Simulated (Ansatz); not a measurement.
ISr (charge +1): a scan of the bond length, run with Ansatz 0.2.0, Python API.

Contents of `isr.xyz`:
```text
2

Sr    0.00000    0.00000    0.00000
I     0.00000    0.00000    3.12000
```

The script, `scan_isr.py`:
```python
"""Potential curve of ISr(+) along one bond."""

import ansatz as az
import numpy as np

BASIS_SET = "def2-SVP"
XC = "cam_b3lyp"
CHARGE = 1


def main() -> None:
    geometry = az.Crystal.molecule_from_extxyz("isr.xyz")

    symbols = [site.symbol for site in geometry.cartesian_sites]
    start = np.array([site.position_ang for site in geometry.cartesian_sites])
    axis = (start[1] - start[0]) / np.linalg.norm(start[1] - start[0])
    moving = [1]
    lengths, energies = [2.65, 2.87, 3.12, 3.43, 3.9, 4.68, 5.62, 6.86], []
    for length in lengths:
        xyz = start.copy()
        xyz[moving] += (length - np.linalg.norm(start[1] - start[0])) * axis
        point = az.Crystal.molecule()
        for symbol, place in zip(symbols, xyz):
            point = point.atom(symbol, place.tolist())
        setup = point.calculation().basis(gaussian=BASIS_SET).functional(XC).charge(CHARGE).spin("collinear")
        report = setup.run(threads=1, pin="off").report
        energies.append(report["free_energy_ev"])
        print(f"r = {length:6.3f} A  E = {energies[-1]:.5f} eV  <S^2> = {abs(report['mean_field']['state']['spin_squared']):.3f}")

    print("energy above the lowest point (eV):", [round(e - min(energies), 3) for e in energies])


if __name__ == "__main__":
    main()
```

Where along the scan is the Sr-I distance of lowest energy, and how steep are the two sides?

The lowest point is at 2.870 Å. At the shortest distance (2.65 Å) the energy is 0.26 eV higher, at the longest (6.86 Å) 2.95 eV.

What the script printed:

`python scan_isr.py` gives:
```text
r =  2.650 A  E = -8931.21893 eV  <S^2> = 0.000
r =  2.870 A  E = -8931.47508 eV  <S^2> = 0.000
r =  3.120 A  E = -8931.25600 eV  <S^2> = 0.000
r =  3.430 A  E = -8930.67404 eV  <S^2> = 0.000
r =  3.900 A  E = -8929.67132 eV  <S^2> = 0.000
r =  4.680 A  E = -8928.68056 eV  <S^2> = 0.862
r =  5.620 A  E = -8928.57779 eV  <S^2> = 1.002
r =  6.860 A  E = -8928.52694 eV  <S^2> = 1.002
energy above the lowest point (eV): [0.256, 0.0, 0.219, 0.801, 1.804, 2.795, 2.897, 2.948]
```

Total energies depend on the basis set; only differences at equal settings carry meaning. The basis set is modest, and single-reference methods fail as a bond breaks. def2 sets replace the cores of elements past krypton by effective core potentials. The expectation value of S² is noticeably off S(S+1) in at least one run, so that state is spin-contaminated. The spin state was assumed, and another may lie lower. Wall time of the script: 71 s on 1 thread of Arm Neoverse V1, with other jobs on the host, peak memory 0.23 GiB.
